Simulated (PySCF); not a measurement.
# 3-pentyl acetate (C₇H₁₄O₂): geometry, NMR shifts, electronic excitations and core binding energies

Aim: predict the NMR shifts, electronic excitations and core binding energies of 3-pentyl acetate (C₇H₁₄O₂) (`CCC(CC)OC(C)=O`).

The runs use PySCF 2.14.0, with density-fitted response routines of our own; the level of theory stands in each step. All values are computed, except where a source is named. Atoms count from 0, in the outputs and in this text.

## (1) The starting structure

23 atoms, charge 0, multiplicity 1; geometry from: GFN2-xTB.

Bonds of the start (Å): C0–C1 1.52, C1–C2 1.53, C2–C3 1.53, C3–C4 1.52, C2–O5 1.44, O5–C6 1.33, C6–C7 1.51, C6–O8 1.20, C0–H9 1.09, C0–H10 1.09, C0–H11 1.09, C1–H12 1.09, C1–H13 1.09, C2–H14 1.10, C3–H15 1.09, C3–H16 1.09, C4–H17 1.09, C4–H18 1.09, C4–H19 1.09, C7–H20 1.09, C7–H21 1.09, C7–H22 1.09.

## (2) Optimising the geometry at PBE0-D3(BJ)/def2-SVP

What the job is given:

```
{"job": {"xc": "PBE0", "basis": "def2-SVP", "d3": "d3bj", "grid": 1, "kind": "geom"}, "charge": 0, "multiplicity": 1}
C     -0.215652     2.298648    -1.337587
C     -1.062575     1.034874    -1.246275
C     -0.678603     0.167876    -0.045513
C     -1.586425    -1.057169     0.089608
C     -1.259034    -1.877616     1.331332
O      0.675866    -0.274860    -0.218362
C      1.561414    -0.002559     0.740172
C      2.920967    -0.543817     0.370632
O      1.314097     0.593380     1.755237
H     -0.312557     2.889475    -0.429355
H     -0.531756     2.905740    -2.182316
H      0.833432     2.045340    -1.471031
H     -2.115584     1.302925    -1.147368
H     -0.943272     0.443458    -2.156060
H     -0.719806     0.763014     0.875697
H     -1.474764    -1.675264    -0.803396
H     -2.619634    -0.710119     0.138820
H     -1.943321    -2.717305     1.423905
H     -1.338474    -1.263377     2.225385
H     -0.245186    -2.266997     1.275100
H      3.628990    -0.322949     1.163138
H      2.856349    -1.618152     0.217716
H      3.250776    -0.087559    -0.559401
```

**Question.** This job is followed by: GIAO PBE0/pcSseg-1 NMR shielding, non-relativistic, gas phase; TDDFT CAM-B3LYP/def2-SVPD, vertical, gas phase, core orbitals frozen in the response; GIAO mPW1PW91/pcSseg-1 NMR shielding, non-relativistic, gas phase; delta-SCF UKS SCAN, pcX-2 on the ionised atom, pcseg-1 elsewhere, spin-free X2C. Predict these results of the whole session: point group; rotational constants (main isotopes); 13C shifts against TMS (PBE0/pcSseg-1, means over atoms taken as alike); 1H shifts against TMS (PBE0/pcSseg-1, means over atoms taken as alike); 17O shifts against H2O (PBE0/pcSseg-1); lowest singlet (CAM-B3LYP/def2-SVPD); brightest single state of those computed; lowest triplet; vertical ionisation energy (ΔSCF); C1s binding energies, SCAN/pcX-2; O1s binding energies, SCAN/pcX-2; range of the shift of O5.

The runs gave:

| quantity | value |
| --- | --- |
| point group | C1 |
| rotational constants (main isotopes) | 1.64, 1.41, 0.91 GHz |
| 13C shifts against TMS (PBE0/pcSseg-1, means over atoms taken as alike) | 174.1, 73.5, 31.7, 22.1, 12.3 ppm |
| 1H shifts against TMS (PBE0/pcSseg-1, means over atoms taken as alike) | 4.87, 2.02, 1.32, 1.22, 0.92 ppm |
| 17O shifts against H2O (PBE0/pcSseg-1) | 440.6, 228.3 ppm |
| lowest singlet (CAM-B3LYP/def2-SVPD) | 5.98 eV (207 nm), f = 0.001 |
| brightest single state of those computed | state 3, 8.05 eV, f = 0.131 |
| lowest triplet | 5.46 eV |
| vertical ionisation energy (ΔSCF) | 10.25 eV |
| C1s binding energies, SCAN/pcX-2 | C6 294.35, C2 291.89, C7 291.15, C1 290.63, C0 290.57 eV |
| O1s binding energies, SCAN/pcX-2 | O5 538.88, O8 537.38 eV |
| range of the shift of O5 | 227.4 to 228.3 ppm |

Relaxing lowered the energy by 0.058 eV in 4 steps; the close pair that moved most is C4–H18, from 1.088 to 1.101 Å. No frequency check was run at this level, so the end point may be a saddle. H14 (hydrogen on an sp3 CH bonded to O) lies farthest downfield among hydrogen, at 4.87 ppm; its carbon carries O, hence the downfield position. At PBE0/pcSseg-1: Shielding is most anisotropic at O8 (span 690 ppm, paramagnetic term -511 ppm). The lowest singlet, at 5.98 eV, is HOMO→LUMO+1 0.81, HOMO→LUMO+3 0.14 and is dark; of the 10 states computed, the strongest absorption comes from state 3 at 8.05 eV. The lowest triplet lies 0.51 eV below the lowest singlet (triplets in Tamm-Dancoff, singlets in full TDDFT). The orbital energy would give 9.45 eV for ionisation, ΔSCF gives 10.25 eV. C6 (ester carbonyl carbon) binds its C1s electron 3.78 eV more tightly than C0 (methyl carbon). The O1s levels kept as sound span 1.50 eV, from O8 (ester carbonyl oxygen) up to O5 (ester alkoxy oxygen). Across the 2 runs the shift of O5 moves most, between 227.4 (mPW1PW91/pcSseg-1) and 228.3 ppm (PBE0/pcSseg-1).
